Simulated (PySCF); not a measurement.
# SnH2Cl (SMILES [Cl][SnH2]): UHF/x2c-SVPall (sfX2C)

What is the vertical doublet–quartet gap of SnH2Cl at UHF/x2c-SVPall (sfX2C)? Input form: a Python script.

The calculation is run with PySCF 2.14.0.

**1. The molecule**

The species is SnH2Cl (4 atoms), meant as a doublet with charge 0. SMILES: `[Cl][SnH2]`. Geometry: relaxed at PBE0-D4/def2-TZVP.

Bond lengths: Cl1–Sn2 2.343 Å, Sn2–H3 1.723 Å, Sn2–H4 1.723 Å. Angles: Cl1–Sn2–H3 105.0°, Cl1–Sn2–H4 105.0°, H3–Sn2–H4 111.9°.

**2. A single-point energy at UHF/x2c-SVPall (sfX2C)**

calc.py

```python
# [Cl][SnH2]
from pyscf import gto

system = gto.M(
    atom='''
Cl    -3.557598     0.752867    -1.105490
Sn     0.718096    -0.339395    -0.750410
H      0.779512    -2.834589     1.340950
H      2.164681     2.307356     0.476400
''',
    basis='x2c-svpall',
    max_memory=1860,
    unit='bohr',
    spin=1,
    verbose=3,
)

calc0 = system.UHF()
calc0 = calc0.sfx2c1e()
calc0.conv_tol = 1e-10
calc0.kernel()
if not calc0.converged:
    calc0 = calc0.newton().run(calc0.mo_coeff, calc0.mo_occ)

energy = calc0.e_tot
print('E(%s) = %.9f' % ('HF', energy))
```

On the command line:

```
$ OMP_NUM_THREADS=1 python calc.py
```

Output:

```text
converged SCF energy = -6635.143237653  <S^2> = 0.75481078  2S+1 = 2.004805
E(HF) = -6635.143237653
```

It took 1.8 s on 1 thread of Intel Xeon Platinum 8488C (Sapphire Rapids), shared host; peak memory 0.15 GiB.

**3. The quartet**

mol.xyz

```xyz
4

Cl    -1.882600     0.398400    -0.585000
Sn     0.380000    -0.179600    -0.397100
H      0.412500    -1.500000     0.709600
H      1.145500     1.221000     0.252100
```

input.py

```python
from pyscf import gto, scf

molecule = gto.M(
    atom='mol.xyz',
    verbose=4,
    charge=0,
    spin=3,
    max_memory=1860,
    basis='x2c-svpall',
)

hf = scf.UHF(molecule)
hf = hf.sfx2c1e()
hf.conv_tol = 1e-10
hf.kernel()
if not hf.converged:
    hf = hf.newton().run(hf.mo_coeff, hf.mo_occ)

etot = hf.e_tot
print(f'total energy: {etot:.8f} hartree')
```

On the command line:

```
$ OMP_NUM_THREADS=1 python input.py
```

Output:

```text
PySCF version 2.14.0

[INPUT] num. atoms = 4
[INPUT] num. electrons = 69
[INPUT] charge = 0
[INPUT] spin (= nelec alpha-beta = 2S) = 3
[INPUT] symmetry False subgroup None
[INPUT] Mole.unit = angstrom
[INPUT] Symbol           X                Y                Z      unit          X                Y                Z       unit  Magmom
[INPUT]  1 Cl    -1.882600000000   0.398400000000  -0.585000000000 AA   -3.557598402106   0.752866888027  -1.105489782871 Bohr   0.0
[INPUT]  2 Sn     0.380000000000  -0.179600000000  -0.397100000000 AA    0.718095927335  -0.339394811972  -0.750410244065 Bohr   0.0
[INPUT]  3 H      0.412500000000  -1.500000000000   0.709600000000 AA    0.779512026383  -2.834589186848   1.340949657991 Bohr   0.0
[INPUT]  4 H      1.145500000000   1.221000000000   0.252100000000 AA    2.164681275689   2.307355598094   0.476399956003 Bohr   0.0

nuclear repulsion = 228.427548592441
number of shells = 10
number of NR pGTOs = 155
number of NR cGTOs = 64
basis = x2c-svpall
ecp = {}

[... 24 lines left out ...]
[... the frontier-level lines of each cycle are left out ...]
[... 5 lines left out ...]
[... 5 lines left out ...]
[... 71 lines left out ...]
SCF not converged.
SCF energy = -6634.89335821313 after 50 cycles  <S^2> = 3.8062806  2S+1 = 4.028042
[... 1 line left out ...]
******** <class 'pyscf.soscf.newton_ah.SecondOrdersfX2C1eUHF'> ********
method = SecondOrdersfX2C1eUHF
initial guess = minao
damping factor = 0
level_shift factor = 0
DIIS = <class 'pyscf.scf.diis.CDIIS'>
diis_start_cycle = 1
diis_space = 8
diis_damp = 0
SCF conv_tol = 1e-10
SCF conv_tol_grad = None
SCF max_cycles = 50
direct_scf = True
direct_scf_tol = 1e-13
number electrons alpha = 36  beta = 33

******** <class 'pyscf.x2c.sfx2c1e.SpinFreeX2CHelper'> ********
approx = 1e
xuncontract = 1
******** <class 'pyscf.x2c.sfx2c1e.sfX2C1eUHF'> Newton solver flags ********
SCF tol = 1e-10
conv_tol_grad = None
max. SCF cycles = 50
direct_scf = True
direct_scf_tol = 1e-13
max_cycle_inner = 12
max_stepsize = 0.05
ah_start_tol = 1e+09
ah_level_shift = 0
ah_conv_tol = 1e-12
ah_lindep = 1e-14
ah_start_cycle = 1
ah_max_cycle = 40
ah_grad_trust_region = 2.5
kf_interval = 4
kf_trust_region = 5
canonicalization = True
Set conv_tol_grad to 1e-05
Initial guess E= -6634.89335821313  |g|= 0.0117559
macro= 0  E= -6634.91237208941  delta_E= -0.0190139  |g|= 0.0355718  3 KF 22 JK
macro= 1  E= -6634.91993137963  delta_E= -0.00755929  |g|= 0.000324069  5 KF 24 JK
macro= 2  E= -6634.91993159867  delta_E= -2.19034e-07  |g|= 2.43699e-05  2 KF 15 JK
macro= 3  E= -6634.91993159866  delta_E= 3.63798e-12  |g|= 2.81702e-06  1 KF 2 JK
Canonicalize SCF orbitals
macro X = 4  E=-6634.91993159866  |g|= 2.81702e-06  total 12 KF 68 JK
converged SCF energy = -6634.91993159866  <S^2> = 3.761146  2S+1 = 4.0055691
total energy: -6634.91993160 hartree
```

It took 3.9 s on 1 thread of Intel Xeon Platinum 8488C (Sapphire Rapids), shared host; peak memory 0.15 GiB.

**4. Summary of results**

At UHF/x2c-SVPall (sfX2C):

| quantity | value |
| --- | --- |
| doublet: total energy | -6635.14324 Eh |
| doublet: dipole moment | 2.82 D |
| doublet: HOMO energy (highest over α and β) | -9.20 eV |
| doublet: LUMO energy (lowest over α and β) | -0.07 eV |
| doublet: ⟨S²⟩ | 0.755 |
| quartet: total energy | -6634.91993 Eh |
| quartet: dipole moment | 3.52 D |
| quartet: HOMO energy (highest over α and β) | -4.53 eV |
| quartet: LUMO energy (lowest over α and β) | -2.61 eV |
| quartet: ⟨S²⟩ | 3.761 |
| vertical energy of the quartet above the doublet | 6.076 eV |

**Reading.** At this shape the quartet lies 6.08 eV (586 kJ/mol) above the doublet. Mulliken charges (doublet) run from -0.41 on Cl1 to +0.66 on Sn2.
